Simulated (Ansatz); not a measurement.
# ZrN₂ (singlet): wave-function methods side by side at a displaced geometry (v1), def2-SVP

An exercise on one series of results from a longer session: the logs are not shown, and one member is left open.

Program: Ansatz 0.2.0, Gaussian basis. Level of theory: def2-SVP, core rule «outside noble gas», up to 6 orbitals frozen. These are calculated values, not measurements.

Plan: UHF; CCSD(T) on RHF; CCSD(T) on UHF; CISD; CCSDT(Q) on RHF; CASSCF and MRCISD+Q, 8 electrons in 8 orbitals; CASSCF and NEVPT2, 8 electrons in 8 orbitals.

19 further runs of the same task are left out: 12 that didn't finish, 7 set aside as unsound or not needed.

## The system

The geometry is a PBE0/def2-TZVP stationary point (not a proven minimum) with its atoms shifted at random (size 0.040 Å). No spin-orbit coupling is included. Elements past krypton take def2 core potentials.

3 atoms, charge 0, spin multiplicity 1.

Atoms are counted from 1 here; the program's logs count them from 0.

Bond lengths: Zr1–N2 2.062 Å, N2–N3 1.170 Å. Angles: Zr1–N2–N3 175.9°.

The first run:

Input file in.yaml:

```yaml
crystal:
  periodic: [false, false, false]
  atoms:
    - {symbol: Zr, position_ang: [-0.015433, -0.009008, 1.763411]}
    - {symbol: N, position_ang: [-0.016266, -0.025151, -0.298062]}
    - {symbol: N, position_ang: [0.031698, 0.034159, -1.465349]}
basis:
  gaussian: {orbitals: def2-SVP}
magnetization: {spin_polarized: true, initial_magnetization: 0}
hamiltonian: {xc: hf}
output: {orbitals: {seedname: orbitals}}
```

Command:

```sh
ansatz run in.yaml --threads 1 --pin off --events-out ev --progress --plain --max-ram 2393MiB
```

Steps of the session up to this table: UHF; CCSD(T) on RHF; CCSD(T) on UHF; CISD; CCSDT(Q) on RHF; CASSCF and MRCISD+Q, 8 electrons in 8 orbitals; CASSCF and NEVPT2, 8 electrons in 8 orbitals.

One of the session's tables, all rows but one given; the rest of the session is left out.

| method | from RCCSDT(Q) (meV) |
| --- | --- |
| RHF | ? |
| RMP2 | +1174.2 |
| UMP2 | +1061.8 |
| RCCSD | +879.1 |
| UCCSD | +395.9 |
| RCCSD(T) | +205.8 |
| UCCSD(T) | -188.0 |
| RCCSDT | +132.5 |
| RCCSDT(Q) | 0 |

**Question.** Estimate the row for RHF.

**Answer.** from RCCSDT(Q) (meV): +12157.0. In the column «from RCCSDT(Q) (meV)» it is the highest.

Not comparable, so not listed: CISD; CASSCF and NEVPT2, 8 electrons in 8 orbitals (they don't share determinant, frozen orbitals or solution with the rows shown, or repeat one).

Left out of the table: CASSCF frontier, MRCISD frontier, MRCISD+Q frontier (the active space lost an orbital or holds another state than full CI finds).

Limits of these values: The determinant is far from a pure spin state, so its energy mixes those of several spin states (harmless only where they are near-degenerate, as at dissociation). Left out of the table: UHF (another determinant or state than the rows shown). The program flags UCCSD(T) as in doubt, so those rows may rest on another solution; read them beside their warnings. Warnings: restricted reference is unstable; spin contamination; coupled cluster took another determinant than the lowest; large T1 diagnostic. Restricted and unrestricted rows rest on different reference determinants; where their highest levels disagree by more than a few hundredths of an eV, they describe different states and don't form one ladder. Warnings in the runs' records: passed over end.
